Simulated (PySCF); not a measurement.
# TmCl3(H2O): other functionals and bases at one geometry

How far do other levels of theory move the description of TmCl3(H2O), and what does each cost? It is a constructed species; whether it can be made isn't addressed.

Method: several levels, as the steps say, no spin–orbit coupling; program: PySCF 2.14.0.

1 further run of the same task is left out (for a known fault of the program).

## 1. The starting structure

7 atoms, charge 0, spin multiplicity 1.

Bond lengths: Tm1–Cl2 2.455 Å, Tm1–Cl3 2.448 Å, Tm1–Cl4 2.455 Å, Tm1–O5 2.318 Å, O5–H6 0.967 Å, O5–H7 0.967 Å. Angles: Cl2–Tm1–Cl3 117.6°, Cl2–Tm1–Cl4 120.2°, Cl2–Tm1–O5 93.4°, Cl3–Tm1–Cl4 117.6°, Cl3–Tm1–O5 104.9°, Cl4–Tm1–O5 93.4°, Tm1–O5–H6 124.1°, Tm1–O5–H7 124.1°, H6–O5–H7 107.8°.

Coordinates:

```xyz
7

Tm   -0.0534   -0.0490    0.0490
Cl    1.0375    1.8497    1.1597
Cl   -1.6660   -1.3510    1.3510
Cl    1.0375   -1.1597   -1.8497
O    -1.3470    1.3111   -1.3111
H    -1.5034    2.2510   -1.1459
H    -1.5034    1.1459   -2.2510
```

Formal oxidation states: Tm +3. Each metal's 12 4f electrons lie in its core potential, so multiplicities, spins and levels count the valence alone. An earlier session relaxed this geometry at PBE0, Tm lcecp-1-SVP with ECP58, Cl def2-SVP, O def2-SVP, H def2-SVP (singlet, point group Cs).

At PBE0 on the finer grid: E = -1495.135460 Eh, HOMO -8.45 eV, LUMO -1.37 eV, Mulliken charge on Tm1 +0.84 e, largest force component 0.020 eV/Å. 

Levels to run: CAM-B3LYP; TPSSh; PBE0, TZVP. Hardware: 2 threads of Arm Neoverse V2, shared host.

## 2. CAM-B3LYP

Contents of run.py (the lines that set the calculation):

```python
mol = gto.M(atom='''
Tm    -0.05335    -0.04895     0.04895
Cl     1.03749     1.84974     1.15973
Cl    -1.66601    -1.35102     1.35102
Cl     1.03749    -1.15973    -1.84974
O     -1.34703     1.31111    -1.31111
H     -1.50340     2.25102    -1.14593
H     -1.50340     1.14593    -2.25102''',
    basis={'Tm': 'lcecp-1-SVP', 'Cl': 'def2-SVP', 'O': 'def2-SVP', 'H': 'def2-SVP'},
    ecp={'Tm': 'lcecp-1-SVP'},
    charge=0, spin=0)
mf = dft.RKS(mol, xc='CAMB3LYP')
mf.grids.atom_grid = (75, 302)  # f atoms: unpruned, at least (60, 302)
mf = mf.density_fit()  # fitting sets: Tm AutoAux, Cl def2-universal-JKFIT, O def2-universal-JKFIT, H def2-universal-JKFIT
mf.conv_tol = 1e-08; mf.max_cycle = 55
mf.kernel(dm0)  # dm0: the density of the relaxed state
```

On the command line:

```console
$ OMP_NUM_THREADS=2 python run.py
```

## 3. TPSSh

run.py (the lines that set the calculation), as its differences from that of step 2:

```diff
@@ -11,3 +11,3 @@
     charge=0, spin=0)
-mf = dft.RKS(mol, xc='CAMB3LYP')
+mf = dft.RKS(mol, xc='TPSSH')
 mf.grids.atom_grid = (75, 302)  # f atoms: unpruned, at least (60, 302)
```

## 4. PBE0, TZVP

Basis: Tm lcecp-1-TZVP with ECP58, Cl def2-TZVP, O def2-TZVP, H def2-TZVP. 

Contents of run.py (the lines that set the calculation):

```python
mol = gto.M(atom='''
Tm    -0.05335    -0.04895     0.04895
Cl     1.03749     1.84974     1.15973
Cl    -1.66601    -1.35102     1.35102
Cl     1.03749    -1.15973    -1.84974
O     -1.34703     1.31111    -1.31111
H     -1.50340     2.25102    -1.14593
H     -1.50340     1.14593    -2.25102''',
    basis={'Tm': 'lcecp-1-TZVP', 'Cl': 'def2-TZVP', 'O': 'def2-TZVP', 'H': 'def2-TZVP'},
    ecp={'Tm': 'lcecp-1-TZVP'},
    charge=0, spin=0)
mf = dft.RKS(mol, xc='PBE0')
mf.grids.atom_grid = (75, 302)  # f atoms: unpruned, at least (60, 302)
mf = mf.density_fit()  # fitting sets: Tm AutoAux, Cl def2-universal-JKFIT, O def2-universal-JKFIT, H def2-universal-JKFIT
mf.conv_tol = 1e-08; mf.max_cycle = 55
mf.kernel(dm0)  # dm0: free metal ions and neutral atoms
```

What does the calculation give? Wanted: for each run, HOMO; gap; charge on Tm1; dipole; largest force.

As calculated:

| level | state | HOMO (eV) | gap (eV) | charge on Tm1 (e) | dipole (D) | largest force (eV/Å) | basis functions | time |
| --- | --- | --- | --- | --- | --- | --- | --- | --- |
| PBE0 (relaxed here) | singlet | -8.45 | 7.08 | 0.84 | 5.92 | 0.02 | 111 | 16 s |
| CAM-B3LYP | singlet | -9.70 | 9.10 | 0.77 | 5.97 | 0.11 | 111 | 7.8 s |
| TPSSh | singlet | -7.74 | 6.11 | 0.86 | 5.91 | 0.24 | 111 | 7.1 s |
| PBE0, TZVP | singlet | -8.58 | 7.01 | 1.37 | 5.83 | 0.23 | 201 | 16 s |

Times are on 2 threads of Arm Neoverse V2, shared host; the first row also made further properties.

In one basis the HOMO–LUMO gap runs from 6.11 eV (TPSSh) to 9.10 eV (CAM-B3LYP). The largest leftover force, 0.24 eV/Å with TPSSh, stands at a geometry relaxed at another level. The Mulliken charge on Tm spans +0.77 to +1.37 e over the levels. With 4f in the core, its levels are missing from HOMO and gap. Total energies of different levels can't be compared. Spin–orbit coupling is left out throughout.
